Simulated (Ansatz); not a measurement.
# CH4ClFO3W: basis-set convergence

The task here is to estimate one member of a computed series from the others.

The runs use Ansatz 0.2.0, Gaussian basis; one geometry, several basis sets.

The runs, in order: PBE0-D4/def2-SVP; ωB97M-V/def2-SVP; PBE0-D4/def2-QZVPP; ωB97M-V/def2-QZVPP; the functionals' def2-TZVPP values are taken from earlier runs.

## Structure used throughout

All runs share one geometry, relaxed beforehand with PBE0-D4 in a triple-zeta def2 set. W takes the def2 core potential; no spin-orbit term is included.

SMILES `C[O][W](=[O])([OH])([F])[Cl]`, 11 atoms, charge 0, spin multiplicity 1.

Atoms are counted from 1 here; the program's logs count them from 0.

Bond lengths: C1–O2 1.400 Å, C1–H8 1.095 Å, C1–H9 1.094 Å, C1–H10 1.091 Å, O2–W3 1.842 Å, W3–O4 1.684 Å, W3–O5 1.905 Å, W3–F6 1.883 Å, W3–Cl7 2.305 Å, O5–H11 0.962 Å. Angles: O2–C1–H8 109.5°, O2–C1–H9 109.5°, O2–C1–H10 108.9°, H8–C1–H9 109.5°, H8–C1–H10 109.6°, H9–C1–H10 109.8°, C1–O2–W3 139.0°, O2–W3–O4 101.2°, O2–W3–O5 85.5°, O2–W3–F6 158.1°, O2–W3–Cl7 90.4°, O4–W3–O5 112.3°, O4–W3–F6 100.3°, O4–W3–Cl7 111.2°, O5–W3–F6 82.6°, O5–W3–Cl7 136.3°, F6–W3–Cl7 85.6°, W3–O5–H11 116.0°.

Geometry (Å):

```xyz
11
CH4ClFO3W
C     0.35827   -1.83794   -0.21122
O    -0.43483   -0.81777    0.32752
W    -0.40798    1.01528    0.50608
O    -1.96169    1.30898    1.08475
O    -0.32634    1.04781   -1.39723
F     0.22345    2.77935    0.32191
Cl    1.10586    0.84102    2.23606
H     1.27333   -1.94006    0.38055
H     0.61798   -1.59036   -1.24485
H    -0.20176   -2.77336   -0.18405
H    -0.18089    1.91014   -1.79892
```

The first run:

Contents of in.yaml:

```yaml
crystal:
  periodic: [false, false, false]
  atoms:
    - {symbol: C, position_ang: [0.358271, -1.837942, -0.211216]}
    - {symbol: O, position_ang: [-0.434826, -0.817768, 0.327521]}
    - {symbol: W, position_ang: [-0.407978, 1.015285, 0.506077]}
    - {symbol: O, position_ang: [-1.961689, 1.308977, 1.084755]}
    - {symbol: O, position_ang: [-0.326340, 1.047813, -1.397227]}
    - {symbol: F, position_ang: [0.223448, 2.779354, 0.321910]}
    - {symbol: Cl, position_ang: [1.105858, 0.841018, 2.236063]}
    - {symbol: H, position_ang: [1.273325, -1.940055, 0.380545]}
    - {symbol: H, position_ang: [0.617984, -1.590364, -1.244854]}
    - {symbol: H, position_ang: [-0.201764, -2.773359, -0.184048]}
    - {symbol: H, position_ang: [-0.180889, 1.910140, -1.798924]}
basis:
  gaussian: {orbitals: def2-SVP}
hamiltonian: {xc: pbe0, dispersion: d4}
output: {orbitals: {seedname: orbitals}}
```

Launch:

```bash
$ ansatz run in.yaml --threads 4 --pin off --events-out ev --progress --plain --max-ram 11315MiB
```

Steps of the session up to this table: PBE0-D4 in def2-SVP; ωB97M-V in def2-SVP; PBE0-D4 in def2-QZVPP; ωB97M-V in def2-QZVPP.

One of the session's tables, all rows but one given; the rest of the session is left out.

It belongs to the step «Functionals by basis». 

```
functional       basis  HOMO (eV)  LUMO (eV)
   PBE0-D4    def2-SVP      -9.06      -3.19
   PBE0-D4  def2-TZVPP      -9.10      -3.12
   PBE0-D4  def2-QZVPP      -9.13      -3.15
   ωB97M-V    def2-SVP          ?          ?
   ωB97M-V  def2-TZVPP     -11.38      -0.99
   ωB97M-V  def2-QZVPP     -11.41      -1.03
```

Q: Estimate the row for ωB97M-V, def2-SVP from the others.

**Answer.** HOMO (eV): -11.31; LUMO (eV): -1.04. In the column «HOMO (eV)» it lies between ωB97M-V, def2-TZVPP (-11.38) and PBE0-D4, def2-QZVPP (-9.13).
